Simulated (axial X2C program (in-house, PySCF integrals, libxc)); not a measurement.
# TeCl: bond curves with and without spin–orbit coupling

What are the state, bond length, wavenumber and bond energy of TeCl, and what does spin–orbit coupling change?

Method: all-electron X2C, Te dyall-cv3z, Cl dyall-av3z; program: an in-house X2C program for linear molecules on PySCF integrals.

All values are calculated.

### Step 1. Input

File task.json:

```json
{"zs": [52, 17], "q": 0, "bas": ["dyall-cv3z", "dyall-av3z"], "levels": ["PBE0", "HF", "B97-3"], "cc": true, "r0": 2.35, "thr": -2.0, "nmax": 110, "npts": 10, "nst": 2, "ntry": 8}
```

Keys: zs atomic numbers; q charge; bas basis sets; levels methods (HF also brings MP2); cc coupled cluster on or off; r0 starting distance in Å; thr threshold in hartree for freezing inner shells (an s shell follows its p shell); nmax most natural virtual spinors; npts points asked for on the curve; nst determinants followed; ntry starts of the search.

Started as:

```bash
$ python so2c.py task.json out
```

Spin-free means the one-electron spin-free X2C Hamiltonian; two-component (2c) means X2C with spin–orbit coupling and atomic mean-field two-electron Coulomb and Gaunt terms. Basis: Te dyall-cv3z contracted to [11s12p8d4f1g], Cl dyall-av3z contracted to [9s8p3d2f]; Gaussian nuclei, density fitting. Masses: Te 129.906 u, Cl 34.969 u.

Notation: σ, π±, δ± give the projection m of an orbital's angular momentum (0, ±1, ±2), α and β its spin, Λ and M_S the sums; ω is the projection of a spinor's total angular momentum and Ω the sum. Logs are in hartree.

The results follow Hamiltonian by Hamiltonian and level by level.

### Step 2. State search with PBE0

Determinants are compared with PBE0 at 2.350 Å.

Spin-free determinants:

```csv
ΔE (eV),state,open shells
0.00,"M_S = 1/2, Λ = 1","beyond closed shells: π+α, π+β, π-α"
1.52,"M_S = 3/2, Λ = 0","beyond closed shells: σα, π+α, π-α"
2.04,"M_S = 1/2, Λ = 0","beyond closed shells: σβ, π+α, π-α"
2.56,"M_S = 1/2, Λ = 0","beyond closed shells: σα, π+β, π-α"
2.56,"M_S = 1/2, Λ = 2","beyond closed shells: σα, π+α, π+β"
```

Two-component determinants:

| ΔE (eV) | state | open shells |
| --- | --- | --- |
| 0.00 | Ω = 3/2 | excess of +ω over −ω: ω = 3/2 |
| 0.52 | Ω = 1/2 | excess of +ω over −ω: ω = 1/2 |
| 2.33 | Ω = 1/2 | excess of +ω over −ω: 2 × ω = -1/2, ω = 3/2 |
| 2.36 | Ω = 1/2 | excess of +ω over −ω: ω = 1/2 |
| 2.84 | Ω = 5/2 | excess of +ω over −ω: 2 × ω = 1/2, ω = 3/2 |
| 5.06 | Ω = 7/2 | excess of +ω over −ω: ω = 1/2, 2 × ω = 3/2 |
| 5.47 | Ω = 5/2 | excess of +ω over −ω: ω = -1/2, 2 × ω = 3/2 |

### Step 3. PBE0, spin-free

State followed: M_S = 1/2, Λ = 1 (beyond closed shells: π+α, π+β, π-α). The scan is laid around 2.337 Å, a first estimate of the minimum, and this SCF restarts from the orbitals of the search.

The SCF at the reference distance of 2.337 Å:

```text
spin-free X2C-1e  PBE0
basis functions 186  fitting functions 938  grid points 5082
iter        total energy     max residual
   1      -7254.869208527     8.79e-01
   2      -7254.976595009     3.45e-03
   3      -7254.976621940     1.88e-03
   4      -7254.976691644     5.20e-04
   5      -7254.976693417     2.05e-04
   6      -7254.976694455     4.31e-05
   7      -7254.976694503     1.49e-05
   8      -7254.976694509     2.52e-06
   9      -7254.976694510     1.01e-06
converged
one-electron -10357.47371615  Coulomb 3107.89936945  exact exchange -50.61471776  xc functional -154.95564650  nuclear repulsion 200.16801645
```

Along the bond, energies from the lowest point:

```csv
R (Å),E (eV),μ (D),HOMO (eV),LUMO (eV),iterations
2.033,0.9699,-0.16,-5.88,-3.97,11
2.127,0.3732,-0.58,-6.06,-4.14,10
2.197,0.1313,-0.89,-6.19,-4.27,10
2.267,0.0177,-1.20,-6.32,-4.39,10
2.337,0.0000,-1.50,-6.44,-4.50,9
2.419,0.0681,-1.84,-6.57,-4.62,11
2.501,0.2029,-2.16,-6.69,-4.73,12
2.606,0.4398,-2.56,-6.83,-4.86,12
2.734,0.7815,-3.01,-6.99,-5.00,13
2.921,1.3066,-3.56,-7.16,-5.15,13
```

Dipoles are positive if Cl is the positive end.

Outer orbitals at the reference distance:

| symmetry | occupied | ε (eV) | atomic character |
| --- | --- | --- | --- |
| σα | yes | -23.54 | 82% Cl s, 7% Te s, 6% Te p |
| σβ | yes | -23.40 | 83% Cl s, 6% Te s, 6% Te p |
| σα | yes | -17.54 | 68% Te s, 16% Cl p, 9% Cl s |
| σβ | yes | -16.73 | 67% Te s, 19% Cl p, 8% Cl s |
| σα | yes | -11.05 | 57% Cl p, 31% Te p, 7% Te s |
| σβ | yes | -10.87 | 56% Cl p, 30% Te p, 9% Te s |
| π+α | yes | -10.12 | 82% Cl p, 15% Te p |
| π-α | yes | -10.12 | 82% Cl p, 15% Te p |
| π+β | yes | -9.93 | 86% Cl p, 11% Te p |
| π-β | yes | -9.73 | 88% Cl p, 8% Te p, 2% Te d |
| π+α | yes | -7.19 | 77% Te p, 16% Cl p, 4% Cl d |
| π-α | yes | -7.19 | 77% Te p, 16% Cl p, 4% Cl d |
| π+β | yes | -6.44 | 81% Te p, 12% Cl p, 5% Cl d |
| π-β | no | -4.50 | 83% Te p, 10% Cl p, 5% Cl d |
| σα | no | -2.70 | 51% Te p, 20% Cl p, 12% Te d |
| σβ | no | -2.42 | 52% Te p, 19% Cl p, 12% Te d |
| σα | no | 0.89 | 61% Cl s, 13% Te s, 12% Cl p |

PBE0 fields in the half plane through the axis: z from -2.4 to 4.5 Å across, distance from the axis 0.15 to 2.25 Å upwards; Te lies at z = 0 and Cl at z = 2.337 Å; the ELF is damped to zero where the density is low.

log10 density (e/bohr³). Ten even steps from ' ' (-4.75 ) to '@' (1.83 ):
```
  ....::::::::------::::::::::::::::::......    
  ..::::::--------------::::::----::::::::....  
....::------==========------------------::::..  
..::::----============================----::....
..::----====++++++++++======++++++++====----::..
..::--====++++******++++++++++****++++====--::..
..::--====++**######**++++++********++++==--::::
::::--==++++**%%@@%%**++++++**##@@****++==--::::
```

ELF. Ten even steps from ' ' (0.00 ) to '@' (0.90 ):
```
        ::==++**++==::                          
      ::==**##%%%%##==..      ..::::::..        
    ..--**%%@@@@@@%%**::    ::==++++==--..      
    ..==##%%@@@@@@%%##--..::==##%%%%##++::..    
    ..==##%%%%##******==::==##@@@@@@%%##==..    
    ..==****==::--::----==##%%@@@@@@@@%%++::    
    ..==++==--##%%##::::**%%%%::..++@@%%++::    
    ..--++--++**%%**++::**%%--%%@@..##%%++::    
```

Re = 2.317 Å, ωe = 394 cm⁻¹, ωexe = 1.17 cm⁻¹, Be = 0.114 cm⁻¹, De = 2.76 eV, μ = -1.41 D.

### Step 4. HF, spin-free

Output at 2.337 Å:

```text
spin-free X2C-1e  HF
basis functions 186  fitting functions 938  grid points 5082
iter        total energy     max residual
   1      -7251.865201301     2.70e-01
   2      -7251.890826571     6.39e-03
   3      -7251.891820146     2.63e-03
   4      -7251.892003889     1.18e-03
   5      -7251.892070113     8.05e-04
   6      -7251.892095363     3.71e-04
   7      -7251.892100583     9.37e-05
   8      -7251.892101197     3.56e-05
   9      -7251.892101279     1.52e-05
  10      -7251.892101293     9.36e-06
  11      -7251.892101297     6.40e-06
  12      -7251.892101300     3.28e-06
  13      -7251.892101301     1.25e-06
converged
one-electron -10355.91937441  Coulomb 3106.40465809  exact exchange -202.54540143  xc functional 0.00000000  nuclear repulsion 200.16801645
```

No constants are quoted: the dipole of the solution doesn't run smoothly along the scan, a sign that its character may change, so the fit is set aside.

### Step 5. B97-3, spin-free

The SCF at the reference distance of 2.337 Å:

```text
spin-free X2C-1e  B97-3
basis functions 186  fitting functions 938  grid points 5082
iter        total energy     max residual
   1      -7255.034221906     5.63e-02
   2      -7255.034595884     1.96e-03
   3      -7255.034560916     1.69e-03
   4      -7255.034640499     5.15e-04
   5      -7255.034649870     1.04e-04
   6      -7255.034649987     4.37e-05
   7      -7255.034650002     5.96e-06
   8      -7255.034650004     2.21e-06
   9      -7255.034650004     4.56e-07
converged
one-electron -10357.54872281  Coulomb 3107.98044442  exact exchange -54.52169542  xc functional -151.11269265  nuclear repulsion 200.16801645
```

Re = 2.332 Å, ωe = 386 cm⁻¹, ωexe = 1.18 cm⁻¹, Be = 0.1125 cm⁻¹, De = 2.74 eV, μ = -1.53 D.

### Step 6. Correlated methods, spin-free

Correlated methods: 23 electrons correlated (frozen shells, counted by type: Te 4 s, 3 p, 1 d; Cl 2 s, 1 p), 245 virtual spinors in MP2.

Output of the correlated part at 2.337 Å:

```text
correlated 23  virtual 245  natural virtual 108  E(MP2) -0.807450322  MP2 remainder -0.080735098
iter   CCSD correlation   residual
   1     -0.691727753   1.38e-01
   2     -0.707213336   4.51e-02
   3     -0.709232231   1.71e-02
   4     -0.709038253   6.70e-03
   5     -0.709104570   3.30e-03
   6     -0.709133333   1.32e-03
   7     -0.709130559   5.49e-04
   8     -0.709135849   1.97e-04
   9     -0.709131310   7.12e-05
  10     -0.709131603   2.01e-05
  11     -0.709131246   7.80e-06
  12     -0.709131245   3.02e-06
(T) -0.019017383  T1 0.0165  D1 0.0505  max T2 0.088
```

T1 in the output is the amplitude norm over the root of the electron number; divide by √2 for the Lee–Taylor value.

Coupled cluster ran at too few distances for a curve.

MP2: No constants are quoted: the dipole of the HF reference doesn't run smoothly along the scan, a sign that its character may change, so the fit is set aside.

### Step 7. A higher determinant, spin-free

State: M_S = 3/2, Λ = 0 (beyond closed shells: σα, π+α, π-α).

Output at the reference distance:

```text
spin-free X2C-1e  PBE0
basis functions 186  fitting functions 938  grid points 5082
iter        total energy     max residual
   1      -7254.805623440     8.79e-01
   2      -7254.918955402     3.34e-03
   3      -7254.918988439     1.97e-03
   4      -7254.919070023     4.65e-04
   5      -7254.919071281     2.42e-04
   6      -7254.919072883     5.69e-05
   7      -7254.919072950     1.38e-05
   8      -7254.919072956     2.96e-06
   9      -7254.919072956     1.08e-06
converged
one-electron -10357.11352456  Coulomb 3107.64142671  exact exchange -50.62776184  xc functional -154.98722972  nuclear repulsion 200.16801645
```

```
R (Å)  E above the lowest PBE0 point (eV)
2.033                               3.718
2.127                               2.749
2.197                               2.228
2.267                               1.843
2.337                               1.568
2.419                               1.355
2.501                               1.233
2.606                               1.175
2.734                               1.206
```

No constants are quoted: too few points lie around the minimum for a second fit to confirm the first.

### Step 8. The spin-free curves together

Energy (eV) of the followed determinant, spin-free, from each level's lowest point:

```csv
R (Å),PBE0,HF (dipole not smooth),MP2 (HF's dipole not smooth),B97-3
2.033,0.970,1.066,0.955,1.064
2.127,0.373,0.425,0.363,0.433
2.197,0.131,0.160,0.124,0.169
2.267,0.018,0.029,0.014,0.036
2.337,0.000,0.000,0.000,0.000
2.419,0.068,0.061,0.072,0.050
2.501,0.203,0.194,0.212,0.169
2.606,0.440,0.432,0.466,0.388
2.734,0.782,0.730,1.027,0.711
2.921,1.307,0.991,1.735,1.214
```

### Step 9. PBE0, 2c

State followed: Ω = 3/2 (excess of +ω over −ω: ω = 3/2). The scan is laid around 2.337 Å, a first estimate of the minimum, and this SCF restarts from the orbitals of the search.

Output at 2.337 Å:

```text
two-component X2C + atomic mean field  PBE0
basis functions 186  fitting functions 938  grid points 5082
iter        total energy     max residual
   1      -7251.951145461     8.83e-01
   2      -7252.059394437     3.44e-03
   3      -7252.059421051     1.88e-03
   4      -7252.059490716     5.11e-04
   5      -7252.059492493     2.02e-04
   6      -7252.059493479     4.07e-05
   7      -7252.059493523     1.44e-05
   8      -7252.059493530     2.45e-06
   9      -7252.059493531     1.13e-06
converged
one-electron -10349.11319102  Coulomb 3106.47087754  exact exchange -50.58769156  xc functional -154.87734988  nuclear repulsion 200.16801645  atomic mean-field constant -4.12015508
```

Along the bond, energies from the lowest point:

```csv
R (Å),E (eV),μ (D),HOMO (eV),LUMO (eV),iterations
2.033,1.0180,-0.26,-6.09,-3.71,11
2.127,0.4073,-0.69,-6.29,-3.89,11
2.197,0.1545,-1.01,-6.43,-4.01,11
2.267,0.0296,-1.33,-6.56,-4.13,11
2.337,0.0000,-1.64,-6.68,-4.24,9
2.419,0.0533,-2.00,-6.82,-4.36,12
2.501,0.1723,-2.35,-6.95,-4.47,12
2.606,0.3866,-2.80,-7.10,-4.60,13
2.734,0.6970,-3.33,-7.27,-4.74,14
2.921,1.1680,-4.12,-7.46,-4.91,16
```

Dipoles are positive if Cl is the positive end.

Outer spinors at the reference distance:

```csv
ω,occupied,ε (eV),atomic character,λ mixture
1/2,yes,-23.46,"82% Cl s, 7% Te s, 6% Te p",100% σ
-1/2,yes,-23.32,"83% Cl s, 6% Te s, 6% Te p",100% σ
1/2,yes,-17.50,"68% Te s, 16% Cl p, 9% Cl s",100% σ
-1/2,yes,-16.69,"67% Te s, 18% Cl p, 8% Cl s",100% σ
1/2,yes,-11.02,"56% Cl p, 32% Te p, 7% Te s","99% σ, 1% π"
-1/2,yes,-10.83,"55% Cl p, 31% Te p, 9% Te s","98% σ, 2% π"
-1/2,yes,-10.12,"80% Cl p, 17% Te p","99% π, 1% σ"
3/2,yes,-9.98,"83% Cl p, 14% Te p",100% π
1/2,yes,-9.92,"85% Cl p, 12% Te p",100% π
-3/2,yes,-9.61,"89% Cl p, 8% Te p, 2% Te d",100% π
-1/2,yes,-7.41,"74% Te p, 19% Cl p, 4% Cl d","99% π, 1% σ"
3/2,yes,-6.91,"78% Te p, 15% Cl p, 4% Cl d",100% π
1/2,yes,-6.68,"78% Te p, 14% Cl p, 5% Cl d","98% π, 2% σ"
-3/2,no,-4.24,"83% Te p, 9% Cl p, 6% Cl d",100% π
1/2,no,-2.63,"52% Te p, 20% Cl p, 12% Te d","98% σ, 2% π"
-1/2,no,-2.35,"52% Te p, 19% Cl p, 12% Te d","99% σ, 1% π"
1/2,no,0.90,"60% Cl s, 14% Te s, 12% Cl p",100% σ
```

PBE0 fields in the half plane through the axis: z from -2.4 to 4.5 Å across, distance from the axis 0.15 to 2.25 Å upwards; Te lies at z = 0 and Cl at z = 2.337 Å; the ELF is damped to zero where the density is low.

log10 density (e/bohr³). Ten even steps from '0' (-4.74 ) to '9' (1.83 ):
```
011222233322222222211000
012223333333222332222110
112233444443333333332210
122334444444444444433211
123344555554445555443321
123445566655555665544321
123445677765556666554322
223455689865556796654322
```

ELF. Ten even steps from '0' (0.00 ) to '9' (0.90 ):
```
000024565420000000000000
000246788741000122210000
001368999862002455431000
001478999873125788752100
002478876664247999874100
001466423233478999985200
001454378722588215985200
001353568652683891785200
```

Re = 2.328 Å, ωe = 383 cm⁻¹, ωexe = 1.26 cm⁻¹, Be = 0.1129 cm⁻¹, De = 2.77 eV, μ = -1.60 D.

### Step 10. HF, 2c

The SCF at the reference distance of 2.337 Å:

```text
two-component X2C + atomic mean field  HF
basis functions 186  fitting functions 938  grid points 5082
iter        total energy     max residual
   1      -7248.945218323     2.70e-01
   2      -7248.970604194     6.42e-03
   3      -7248.971554268     2.43e-03
   4      -7248.971731609     1.04e-03
   5      -7248.971799180     7.06e-04
   6      -7248.971831640     3.17e-04
   7      -7248.971845032     1.40e-04
   8      -7248.971851425     1.24e-04
   9      -7248.971856017     9.86e-05
  10      -7248.971861205     4.97e-05
  11      -7248.971862625     1.59e-05
  12      -7248.971862742     6.31e-06
  13      -7248.971862757     3.10e-06
  14      -7248.971862760     1.55e-06
  15      -7248.971862760     5.65e-07
converged
one-electron -10347.56931561  Coulomb 3104.98639794  exact exchange -202.43680647  xc functional 0.00000000  nuclear repulsion 200.16801645  atomic mean-field constant -4.12015508
```

No constants are quoted: the dipole of the solution doesn't run smoothly along the scan, a sign that its character may change, so the fit is set aside.

### Step 11. B97-3, 2c

Output at 2.337 Å:

```text
two-component X2C + atomic mean field  B97-3
basis functions 186  fitting functions 938  grid points 5082
iter        total energy     max residual
   1      -7252.117207907     5.62e-02
   2      -7252.117597772     1.96e-03
   3      -7252.117569203     1.59e-03
   4      -7252.117639692     4.89e-04
   5      -7252.117648256     1.04e-04
   6      -7252.117648395     4.10e-05
   7      -7252.117648409     6.53e-06
   8      -7252.117648412     2.15e-06
   9      -7252.117648413     4.94e-07
converged
one-electron -10349.19139751  Coulomb 3106.55508172  exact exchange -54.49254462  xc functional -151.03664937  nuclear repulsion 200.16801645  atomic mean-field constant -4.12015508
```

Re = 2.344 Å, ωe = 375 cm⁻¹, ωexe = 1.28 cm⁻¹, Be = 0.1114 cm⁻¹, De = 2.69 eV, μ = -1.72 D.

### Step 12. Correlated methods, 2c

Correlated methods: 23 electrons correlated (frozen shells, counted by type: Te 4 s, 3 p, 1 d; Cl 2 s, 1 p), 245 virtual spinors in MP2.

MP2: No constants are quoted: the dipole of the HF reference doesn't run smoothly along the scan, a sign that its character may change, so the fit is set aside.

### Step 13. A higher determinant, 2c

State: Ω = 1/2 (excess of +ω over −ω: ω = 1/2).

Output at the reference distance:

```text
two-component X2C + atomic mean field  PBE0
basis functions 186  fitting functions 938  grid points 5082
iter        total energy     max residual
   1      -7251.932315553     8.82e-01
   2      -7252.040461819     3.44e-03
   3      -7252.040487538     1.89e-03
   4      -7252.040557483     5.27e-04
   5      -7252.040559391     2.06e-04
   6      -7252.040560605     4.49e-05
   7      -7252.040560657     1.62e-05
   8      -7252.040560664     2.66e-06
   9      -7252.040560664     1.42e-06
converged
one-electron -10348.78844453  Coulomb 3106.15515346  exact exchange -50.58496926  xc functional -154.87016171  nuclear repulsion 200.16801645  atomic mean-field constant -4.12015508
```

```
R (Å)  E above the lowest PBE0 point (eV)
2.033                               1.491
2.127                               0.893
2.197                               0.650
2.267                               0.535
2.337                               0.515
2.419                               0.580
2.501                               0.712
2.606                               0.943
2.734                               1.276
```

Re = 2.318 Å, ωe = 391 cm⁻¹, ωexe = 1.2 cm⁻¹, Be = 0.1138 cm⁻¹, μ = -1.35 D. Te = 0.51 eV. As a difference of two determinants it need not be a gap between pure terms.

### Step 14. The 2c curves together

Energy (eV) of the followed determinant, 2c, from each level's lowest point:

```
R (Å)   PBE0  HF (dipole not smooth)  MP2 (HF's dipole not smooth)  B97-3
2.033  1.018                   1.114                         0.998  1.112
2.127  0.407                   0.460                         0.392  0.467
2.197  0.154                   0.184                         0.143  0.192
2.267  0.030                   0.042                         0.023  0.047
2.337  0.000                   0.000                         0.000  0.000
2.419  0.053                   0.044                         0.063  0.036
2.501  0.172                   0.156                         0.203  0.139
2.606  0.387                   0.350                         0.512  0.336
2.734  0.697                   0.568                         1.004  0.629
2.921  1.168                   0.799                         1.553  1.081
```

The whole job took 6 min on 1 thread of Arm Neoverse V2, shared host; peak memory 2.1 GiB.

### Step 15. Results

Lowest determinant that the search found at its distance, spin-free: M_S = 1/2, Λ = 1 (beyond closed shells: π+α, π+β, π-α).

Lowest determinant that the search found at its distance, 2c: Ω = 3/2 (excess of +ω over −ω: ω = 3/2).

```csv
Hamiltonian,level,Re (Å),ωe (cm⁻¹),De (eV),μ (D)
spin-free,PBE0,2.317,394,2.76,-1.41
spin-free,B97-3,2.332,386,2.74,-1.53
2c,PBE0,2.328,383,2.77,-1.60
2c,B97-3,2.344,375,2.69,-1.72
```

Dipoles are positive if Cl is the positive end. No constants: spin-free HF (the dipole of the solution doesn't run smoothly along the scan, a sign that its character may change, so the fit is set aside); spin-free MP2 (the dipole of the HF reference doesn't run smoothly along the scan, a sign that its character may change, so the fit is set aside); 2c HF (the dipole of the solution doesn't run smoothly along the scan, a sign that its character may change, so the fit is set aside); 2c MP2 (the dipole of the HF reference doesn't run smoothly along the scan, a sign that its character may change, so the fit is set aside).

Time per point (s) on 1 thread of Arm Neoverse V2, shared host (2c runs); the times are rough: PBE0 0.83, B97-3 0.83.

**Reading.** At PBE0, going from spin-free to two-component changes Re by +11 mÅ, ωe by -2.9 %, which is small (part of it comes from the scalar share of the two-electron terms). It costs about 1.6 times the time. De moves by +0.02 eV; both De rest on single-determinant atoms, which can miss part of an open shell's spin–orbit lowering.

De refers to Te + Cl, each in the lowest determinant found, which need not be this curve's own limit. Each curve is one determinant whose occupation by symmetry is held fixed; it was picked as the lowest of a PBE0 search that is not exhaustive. De is counted from the lowest determinant-based energies of the atoms at the same level, without counterpoise correction. Density functionals use the spin component along the axis (collinear).
